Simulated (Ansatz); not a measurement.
# Cu2H3: the cost of one run

Computed with Ansatz 0.2.0 (DFT PBE, scalar-relativistic, plane waves, PAW, unless a step's input says otherwise).

## Step 1: The system as given

The structure is tetragonal, space group P4mm (No. 99). The conventional cell has a = 2.784 Å, b = 2.784 Å, c = 4.961 Å, α = 90.00°, β = 90.00°, γ = 90.00°. Around Cu (site symmetry 4mm) lie 5 H at 1.64 to 1.78 Å. Cu (site symmetry 4mm) is surrounded by 4 H at 1.97 Å. H (site symmetry 2mm) has 2 Cu at 1.64 Å as nearest neighbours. Around H (site symmetry 4mm) lie 5 Cu at 1.78 to 1.97 Å.

As a file:

```cif
data_structure
_symmetry_space_group_name_H-M 'P 1'
_symmetry_Int_Tables_number 1
_cell_length_a 2.7837
_cell_length_b 2.7837
_cell_length_c 4.9608
_cell_angle_alpha 90.000
_cell_angle_beta 90.000
_cell_angle_gamma 90.000
_cell_volume 38.44
loop_
_atom_site_label
_atom_site_type_symbol
_atom_site_fract_x
_atom_site_fract_y
_atom_site_fract_z
_atom_site_occupancy
Cu1 Cu 0.00000 0.00000 0.72714 1
Cu2 Cu 0.50000 0.50000 0.37081 1
H1 H 0.50000 0.00000 0.90164 1
H2 H 0.00000 0.50000 0.90164 1
H3 H 0.00000 0.00000 0.36879 1
```

It is the end of an earlier relaxation with the same method, starting from a generated guess, and another structure or a mixture of phases may lie lower. At a tolerance of 0.05 Å it has space group P4mm (No. 99); it has 7.69 Å³/atom, an uncorrected energy of +0.38 eV/atom over the elements.

## Step 2: Bands, states and charges

Input file input.yaml:

```yaml
crystal:
  lattice:
    - [2.7837162217, 0.0, 0.0]
    - [0.0, 2.7837162217, 0.0]
    - [0.0, 0.0, 4.9608010356]
  atoms:
    - { symbol: Cu, position: [0.0, 0.0, 0.7271366828] }
    - { symbol: Cu, position: [0.5, 0.5, 0.370806136] }
    - { symbol: H, position: [0.5, 0.0, 0.9016353698] }
    - { symbol: H, position: [0.0, 0.5, 0.9016353698] }
    - { symbol: H, position: [0.0, 0.0, 0.3687863616] }
basis:
  ecutwfc: 420
kpoints:
  mp_grid: { grid: [14, 14, 8] }
  band_path:
    path:
      - [[0.0, 0.0, 0.0], [0.0, 0.5, 0.0], [0.5, 0.5, 0.0], [0.0, 0.0, 0.0], [0.0, 0.0, 0.5], [0.0, 0.5, 0.5], [0.5, 0.5, 0.5], [0.0, 0.0, 0.5]]
      - [[0.0, 0.5, 0.0], [0.0, 0.5, 0.5]]
      - [[0.5, 0.5, 0.0], [0.5, 0.5, 0.5]]
    npoints: 14
hamiltonian:
  xc: pbe
scf:
  occupations: { method: gaussian, width: 0.1 }
  n_extra_bands: 12
output:
  forces: true
  stress: true
  eigenvalues: true
  populations: true
  dos: { projected: true, de: 0.02, nscf_kmesh: { grid: [17, 17, 10] } }
  bader: true
  write_density: true
  write_potential: true
  elf: true
  volumetric_format: npy
```

Run with:

```sh
ansatz run input.yaml --threads 1 --pin off --max-ram 2560MiB --backend cpu --events-out ev --progress --plain --runs-dir out
```

Q: Estimate wall time and peak memory on 1 thread of Arm Neoverse V2, shared host.

About 78 s, with a peak of 0.46 GiB.
